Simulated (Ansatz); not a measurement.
# RuSe (Fm-3m) in Ansatz: notebook

The runs below take RuSe through single point, with LDA+U, r2SCAN+U.

All numbers are computed with Ansatz 0.2.0; they aren't measurements. Logs are shortened: lines on timing, memory, paths and dates and some standing lists are left out, and cuts for length are marked.

## 1. Starting point

The structure is cubic, space group Fm-3m (No. 225). Conventional cell: a = 5.355 Å, b = 5.355 Å, c = 5.355 Å, α = 90.00°, β = 90.00°, γ = 90.00°. Around Ru (site symmetry m-3m) lie 6 Se at 2.68 Å. Se (site symmetry m-3m) has 6 Ru at 2.68 Å as nearest neighbours.

The cell comes from a database or a generator and needn't be the stable form of this composition.

## 2. Single point, LDA+U, collinear spin, program default start

input.yaml reads:

```yaml
crystal:
  lattice:
    - [0.0, 2.67761641, 2.67761641]
    - [2.67761641, 0.0, 2.67761641]
    - [2.67761641, 2.67761641, 0.0]
  atoms:
    - { symbol: Ru, position: [0.5, 0.5, 0.5] }
    - { symbol: Se, position: [0.0, 0.0, 0.0] }
hamiltonian:
  xc: lda
  pseudopotentials: { kind: paw }
  hubbard: { sites: [{ species: Ru, l: d, u_eff: 2.0 }] }
magnetization:
  spin_polarized: true
  initial_magnetization: 0.0
  spin_locking: { lock_magnetization: hard }
kpoints:
  mp_grid: { grid: [6, 6, 6] }
scf:
  occupations: { method: gaussian, width: 0.05 }
output:
  forces: true
  stress: true
  eigenvalues: true
```

Potentials or basis: Ansatz PAW.

Run with:

```
$ ansatz run input.yaml --threads 2 --pin off --max-ram 5632MiB --backend cpu --events-out ev --progress --plain --runs-dir out
```

The log of the run:

```text
Warning: output.stress: scf.convergence.dr2_threshold = 1e-7 eV (the SCF's general default) is looser than the 2e-10 eV advised for a printed stress (1e-10 eV for each atom of the cell: 2). What an SCF threshold leaves in a stress goes as its square root, and in the free energy as the threshold itself, and one threshold admits the most on a small cell: of the crystals measured, under no hybrid functional and no lock of the moments, on runs that ended without the residual-converged pass, on stresses that held no estimate of that error, the worst erred by over 100 MPa in a component at 1e-7 eV an atom and by under 5 at 1e-10. Set scf.convergence.dr2_threshold to 2e-10 eV or tighter. The threshold is an SCF's pass mark: one that does not reach it within its budget of iterations ends unconverged, or closes short of it on a stop that the run arms, and scf.convergence.dr2_threshold's page says what that costs each kind of run
Warning: RAYON_NUM_THREADS=2 ignored (pool sized by the plan → 2); use --threads N
Ru: projections on atomic orbitals take those of the free atom [Ar 3d10] 4s2 4p6 4d7 5s1, of charge +0.00 (hamiltonian.pseudopotentials.projection_atoms); the dataset's partial waves leave at most 8.1e-6 of an orbital's norm unspanned inside its sphere
Se: projections on atomic orbitals take those of the free atom [Ar] 3d10 4s2 4p4, of charge +0.00 (hamiltonian.pseudopotentials.projection_atoms); the dataset's partial waves leave at most 2.3e-6 of an orbital's norm unspanned inside its sphere
Engine: ansatz 0.2.0, aarch64-unknown-linux-gnu
Pseudopotentials: kind: paw
Pseudopotential: Ru, paw, valence charge 16, recommended cutoff 420 eV (normal), Ru.paw.azcp
Pseudopotential: Se, paw, valence charge 16, recommended cutoff 420 eV (normal), Se.paw.azcp
Functional definition: SPW92
  exchange = slater_x
  correlation = pw_c
Crystal: 2 atoms, lattice volume = 38.395 Å³
Basis set: ecut = 420 eV, 749 PW (Γ)
Bands: 20, of which v1, the nominal top of the filled ones, is band 16 counted from 1 (15 counted from 0)
Symmetry: 48 space group operations
Space group: Fm-3m (ITA 225), of the structure as read, at distance tolerance 3.4e-5 Å
k-points: 16 of 216
Non-local potential: Ru, projectors of the file, l = 0: 3, l = 1: 2, l = 2: 2, l = 3: 1
Non-local potential: Se, projectors of the file, l = 0: 2, l = 1: 2, l = 2: 3, l = 3: 1
PAW form: soft (Blöchl's): semilocal exchange-correlation on the pseudo side does not see the compensation charge
PAW frozen core: Ru, regenerated for the run's functional, and the local potential with it (the file was generated under x = pbe(κ = 0.804, μ = 0.2195149727645171), c = pbe(β = 0.06672455060314922))
PAW frozen core: Se, regenerated for the run's functional, and the local potential with it (the file was generated under x = pbe(κ = 0.804, μ = 0.2195149727645171), c = pbe(β = 0.06672455060314922))
PAW one-centre angular grid: Ru, 590 points (default); XC on 64 Gauss nodes
PAW one-centre angular grid: Se, 590 points (default); XC on 64 Gauss nodes
Initial density: superposition of atomic densities (chi_scale 0.1, normalization cell, long waves kept (reshape's long-wave potential 0.00 eV rms))
Initial wavefunctions: pseudopotential atomic-orbital guess
Functional: x = slater, c = lda
iter 1 solved again at ethr=2.95e-3 eV; its pass at ethr=3.10e-3 eV (dr2=9.44e-1 eV) is discarded
SCF iter   1: F=—  HF=-11138.395631 eV  |F-HF|=—  |Δ(HF+E_count)|=         —  Δρ=3.00e-2 (↑3.00e-2 ↓3.00e-2)  dr2=9.43e-1  dr2_m=0.00e0  M=0.000 μB ∫|m|=0.000 μB  β_m=0.30  ethr=2.95e-3  ⟨swp⟩=1.0  Hψ=1782  notcnv=0
preconditioner: auto → Kerker (q_TF=auto, 2.647 Å⁻¹)  [metal: Δε(μ)=0.046 eV  Ē_g=7.923 eV  σ=0.050 eV  W_gap=0.48  n_scr=14 (ndim 8)  ℏωp=22.4 eV  f_vac=0.000  D(μ)=4.77/eV (n_scr^D=64)]
spin=Collinear: Kerker preconditioning applied to the charge; magnetization (m = ρ↑ − ρ↓) channel mixes plain (no charge-response kernel on spin).
SCF iter   2: F=—  HF=-11138.397623 eV  |F-HF|=—  |Δ(HF+E_count)|=   1.99e-3  Δρ=2.36e-2 (↑2.36e-2 ↓2.36e-2)  dr2=3.63e-1  dr2_m=0.00e0  M=0.000 μB ∫|m|=0.000 μB  β_m=0.62  ethr=2.95e-3  ⟨swp⟩=1.9  Hψ=373  notcnv=0
SCF iter   3: F=—  HF=-11138.537034 eV  |F-HF|=—  |Δ(HF+E_count)|=   1.39e-1  Δρ=1.15e-2 (↑1.15e-2 ↓1.15e-2)  dr2=5.20e-2  dr2_m=0.00e0  M=0.000 μB ∫|m|=0.000 μB  β_m=0.75  ethr=1.14e-3  ⟨swp⟩=2.2  Hψ=473  notcnv=0
SCF iter   4: F=—  HF=-11138.564670 eV  |F-HF|=—  |Δ(HF+E_count)|=   2.76e-2  Δρ=1.81e-3 (↑1.81e-3 ↓1.81e-3)  dr2=5.15e-3  dr2_m=0.00e0  M=0.000 μB ∫|m|=0.000 μB  β_m=0.80  ethr=1.63e-4  ⟨swp⟩=2.4  Hψ=629  notcnv=0
SCF iter   5: F=—  HF=-11138.564075 eV  |F-HF|=—  |Δ(HF+E_count)|=   5.95e-4  Δρ=6.02e-4 (↑6.02e-4 ↓6.02e-4)  dr2=2.06e-4  dr2_m=0.00e0  M=0.000 μB ∫|m|=0.000 μB  β_m=0.77  ethr=1.61e-5  ⟨swp⟩=2.2  Hψ=647  notcnv=0
SCF iter   6: F=—  HF=-11138.563999 eV  |F-HF|=—  |Δ(HF+E_count)|=   7.61e-5  Δρ=1.94e-4 (↑1.94e-4 ↓1.94e-4)  dr2=2.71e-5  dr2_m=0.00e0  M=0.000 μB ∫|m|=0.000 μB  β_m=0.89  ethr=6.45e-7  ⟨swp⟩=2.0  Hψ=417  notcnv=0
SCF iter   7: F=—  HF=-11138.563996 eV  |F-HF|=—  |Δ(HF+E_count)|=   3.00e-6  Δρ=9.38e-5 (↑9.38e-5 ↓9.38e-5)  dr2=4.03e-6  dr2_m=0.00e0  M=0.000 μB ∫|m|=0.000 μB  β_m=0.94  ethr=8.48e-8  ⟨swp⟩=1.6  Hψ=465  notcnv=0
SCF iter   8: F=—  HF=-11138.563999 eV  |F-HF|=—  |Δ(HF+E_count)|=   2.27e-6  Δρ=1.12e-5 (↑1.12e-5 ↓1.12e-5)  dr2=1.67e-7  dr2_m=0.00e0  M=0.000 μB ∫|m|=0.000 μB  β_m=0.97  ethr=1.26e-8  ⟨swp⟩=1.0  Hψ=320  notcnv=0
SCF iter   9: F=-11138.563999 eV  HF=-11138.563999 eV  |F-HF|=5.35e-10  |Δ(HF+E_count)|=   1.50e-8  Δρ=2.26e-6 (↑2.26e-6 ↓2.26e-6)  dr2=9.39e-9  dr2_m=0.00e0  M=0.000 μB ∫|m|=0.000 μB  ethr=3.13e-10  ⟨swp⟩=3.2  Hψ=909  notcnv=0
SCF 1 converged in 9 iterations: F = -11138.563999 eV  dr2 = 9.39e-9
Symmetry: 8 space group operations
k-points: 36 of 216
Initial density: read from a saved state, or passed on in memory by an earlier SCF of this step, an earlier step, the calling program or the single point that the run made first
Initial wavefunctions: those read from a saved state, or passed on in memory by an earlier step or the calling program
iter 1 solved again at ethr=2.94e-11 eV; its pass at ethr=3.13e-6 eV (dr2=9.40e-9 eV) is discarded
SCF iter   1: F=—  HF=-11138.563999 eV  |F-HF|=—  |Δ(HF+E_count)|=         —  Δρ=2.26e-6 (↑2.26e-6 ↓2.26e-6)  dr2=9.39e-9  dr2_m=0.00e0  M=0.000 μB ∫|m|=0.000 μB  ethr=2.94e-11  ⟨swp⟩=1.0  Hψ=7964  notcnv=0
preconditioner: auto → Kerker (q_TF=auto, 2.647 Å⁻¹)  [metal: Δε(μ)=0.021 eV  Ē_g=8.136 eV  σ=0.050 eV  W_gap=0.23  n_scr=14 (ndim 8)  ℏωp=22.4 eV  f_vac=0.000  D(μ)=4.24/eV (n_scr^D=58)]
spin=Collinear: Kerker preconditioning applied to the charge; magnetization (m = ρ↑ − ρ↓) channel mixes plain (no charge-response kernel on spin).
SCF iter   2: F=—  HF=-11138.555315 eV  |F-HF|=—  |Δ(HF+E_count)|=   8.68e-3  Δρ=3.50e-3 (↑3.50e-3 ↓3.50e-3)  dr2=1.91e-2  dr2_m=1.69e-3  M=-0.000 μB ∫|m|=0.187 μB  ethr=3.13e-6  ⟨swp⟩=1.0  Hψ=7451  notcnv=0
SCF iter   3: F=—  HF=-11138.562585 eV  |F-HF|=—  |Δ(HF+E_count)|=   7.27e-3  Δρ=8.36e-4 (↑8.21e-4 ↓8.36e-4)  dr2=3.48e-5  dr2_m=2.13e-4  M=0.000 μB ∫|m|=0.071 μB  ethr=3.13e-6  ⟨swp⟩=1.1  Hψ=4230  notcnv=0
SCF iter   4: F=—  HF=-11138.563998 eV  |F-HF|=—  |Δ(HF+E_count)|=   1.41e-3  Δρ=2.36e-5 (↑2.13e-5 ↓2.36e-5)  dr2=1.83e-7  dr2_m=4.46e-8  M=0.000 μB ∫|m|=0.001 μB  ethr=1.45e-6  ⟨swp⟩=1.0  Hψ=3184  notcnv=0
an SCF along what the orbitals of the run's state read of its open shells (or to have them read: on a GPU, or by another smearing), with 40 of the crystal's symmetry operations given up (36 k-points in place of 16), reached no lower state that the run goes on to. This is no proof of a minimum
SCF converged after 9 iterations
Stability checked in part: among states of this total moment a probe did not find this state unstable; a lower state of another moment was not looked for (fixed_total_moment; see scf.lower_state_search)
Magnetization: 0.0000 μB (16.0000 up, 16.0000 down)
Absolute magnetization: 0.0000 μB (∫|ρ↑−ρ↓|)
Spin contamination: 0.0000 ħ² per cell (⟨S²⟩ above its minimum at these occupations)
Per-site moments (μB) at R_I (Å): [(0.0, 1.104516769125), (0.0, 1.104516769125)]
Free energy (F): -11138.563999 eV
Harris-Foulkes:  -11138.563999 eV  (|F-HF|=5.35e-10)
Internal energy: -11138.558701 eV  (E = F + TS)
E sigma→0 (E₀):  -11138.561350 eV
Entropy (-TS):   -0.005298 eV (-2.649 meV/atom)
Fermi energy:    12.981031 (↑ 12.981031, ↓ 12.981031) eV
--- Per-component energies (eV) ---
  E_band       = -513.233052
  E_kinetic    = 632.221056
  E_local      = -3789.656705  (includes V_loc(G=0)·N_el)
  E_nonlocal   = -233.800851
  E_hartree    = 1616.410562
  E_xc         = -289.629249
  E_vxc        = -332.935892  (∫ρ·V_xc dr)
  E_hubbard    = 1.264668  (on-site DFT+U / exact-exchange correction)
  E_vhub       = -4.852100  (the Hubbard potential's part of the band-sum identity)
  E_paw        = -5172.012176  (= ΣΔE_a)
  E_vpaw       = -17.031913  (= ΣTr[D̂ρ^β])
  E_aug_tail   = -0.000812  (compensation charges beyond the density's cutoff)
  E_ewald      = -3906.144242
  E_core_change = 2.789047  (= ΣΔE_core)
  E_smearing   = -0.005298  (= −TS)
  E_closure    = -0.000000  (closes the sum)
  Σ components = -11138.563999   (vs F -11138.563999, Δ=0.00e0)
--- Forces (eV/Å), atoms counted from 1 ---
  atom   1  Ru     0.00000000    -0.00000000    -0.00000000
  atom   2  Se     0.00000000    -0.00000000    -0.00000000
  max |Σ_I F_I| component: 9.77e-29 eV/Å
--- Stress (GPa, compression-positive) ---
      -19.711777       0.000000      -0.000000
        0.000000     -19.711777      -0.000000
        0.000000       0.000000     -19.711777
  P = ⅓ Tr σ = -19.7118 GPa (-197.118 kbar)
--- Band table (eV; the first three rows and the last of 32) ---
  k-point 0 ↑: bands = ["-58.2338", "-35.3016", "-35.3016", "-35.2943", "-35.2943", "-35.2943", "-28.3164", "-28.3164", "-28.3164", "-1.2710", "11.0703", "11.0703", "11.0703", "12.0269", "12.0269", "12.0730", "12.0730", "12.0730", "15.9810", "23.1902"]
  k-point 1 ↑: bands = ["-58.2334", "-35.3018", "-35.3018", "-35.2943", "-35.2942", "-35.2942", "-28.3236", "-28.3168", "-28.3168", "-1.0149", "9.6954", "10.3497", "10.3497", "11.4550", "11.4550", "12.0383", "13.9537", "13.9537", "17.5588", "22.0778"]
  k-point 2 ↑: bands = ["-58.2329", "-35.3022", "-35.3022", "-35.2941", "-35.2939", "-35.2939", "-28.3377", "-28.3176", "-28.3176", "-0.4148", "7.6559", "9.3632", "9.3632", "11.9539", "11.9539", "12.4404", "15.8501", "15.8501", "17.8817", "21.4662"]
  k-point 15 ↓: bands = ["-58.2318", "-35.3018", "-35.3014", "-35.2943", "-35.2937", "-35.2934", "-28.3378", "-28.3306", "-28.3262", "-0.0492", "8.4134", "9.0322", "9.1588", "11.8213", "12.5230", "12.5291", "13.3605", "13.7886", "18.1576", "21.8026"]
Occupation matrices written to <dir>
```

Wall time 10 s (2 threads of Arm Neoverse V1, shared host); peak memory 0.44 GiB.

What came out:

| Item | Value |
| --- | --- |
| Free energy | -11138.5640 eV |
| Pressure | -19.7 GPa |
| Net moment | 0.00 μB per cell |
| Absolute moment | 0.00 μB per cell |

Eigenvalues of the final occupation matrices:
```
  site  spin  trace               eigenvalues
site 1     1   3.69  0.42 0.42 0.95 0.95 0.95
site 1     2   3.69  0.42 0.42 0.95 0.95 0.95
```

Caveat: the magnetic or orbital state may not be the lowest; the total moment is fixed, so each spin has its own Fermi level; the PAW data sets come from PBE, with cores solved anew for the run's functional, which leaves a small shift of forces and pressure; the thresholds are loose for stress. The state reached can hang on the start; a lower one may exist.

## 3. Single point, r2SCAN+U, collinear spin, program default start

input.yaml: that of step 2 with these lines changed.

```diff
@@ -9,9 +9,7 @@
 hamiltonian:
-  xc: lda
+  xc: r2scan
   pseudopotentials: { kind: paw }
-  hubbard: { sites: [{ species: Ru, l: d, u_eff: 2.0 }] }
+  hubbard: { sites: [{ species: Ru, l: d, u_eff: 4.0 }] }
 magnetization:
   spin_polarized: true
-  initial_magnetization: 0.0
-  spin_locking: { lock_magnetization: hard }
 kpoints:
```

Potentials or basis: Ansatz PAW.

Run with:

```
$ ansatz run input.yaml --threads 2 --pin off --max-ram 5632MiB --backend cpu --events-out ev --progress --plain --runs-dir out
```

It took 7.8 min on 2 threads of Arm Neoverse V1, shared host; peak memory 0.97 GiB.

The run converged, but a check on its numbers failed (symmetry, net force, bounds or a known fault of this set-up), so they aren't taken as properties of the crystal.

Caveat: the magnetic or orbital state may not be the lowest; the result breaks the symmetry of the cell; the PAW data sets come from PBE, with cores solved anew for the run's functional, which leaves a small shift of forces and pressure.

## 4. Single point, r2SCAN+U, collinear spin, program default start

input.yaml: that of step 3 with these lines changed.

```diff
@@ -14,2 +14,4 @@
   spin_polarized: true
+  initial_magnetization: 0.0
+  spin_locking: { lock_magnetization: hard }
 kpoints:
```

Run with:

```
$ ansatz run input.yaml --threads 2 --pin off --max-ram 5632MiB --backend cpu --events-out ev --progress --plain --runs-dir out
```

Wall time 5.1 min (2 threads of Arm Neoverse V1, shared host); peak memory 0.93 GiB.

Results (log left out):

```
Free energy     : -11365.6629 eV
Pressure        : -2.5 GPa
Net moment      : 0.00 μB per cell
Absolute moment : 0.91 μB per cell
```

Eigenvalues of the final occupation matrices:
```csv
site,spin,trace,eigenvalues
site 1,1,3.54,0.28 0.28 0.99 0.99 0.99
site 1,2,3.54,0.28 0.28 0.99 0.99 0.99
```

Caveat: the magnetic or orbital state may not be the lowest; the total moment is fixed, so each spin has its own Fermi level; the PAW data sets come from PBE, with cores solved anew for the run's functional, which leaves a small shift of forces and pressure; the thresholds are loose for stress. The state reached can hang on the start; a lower one may exist.
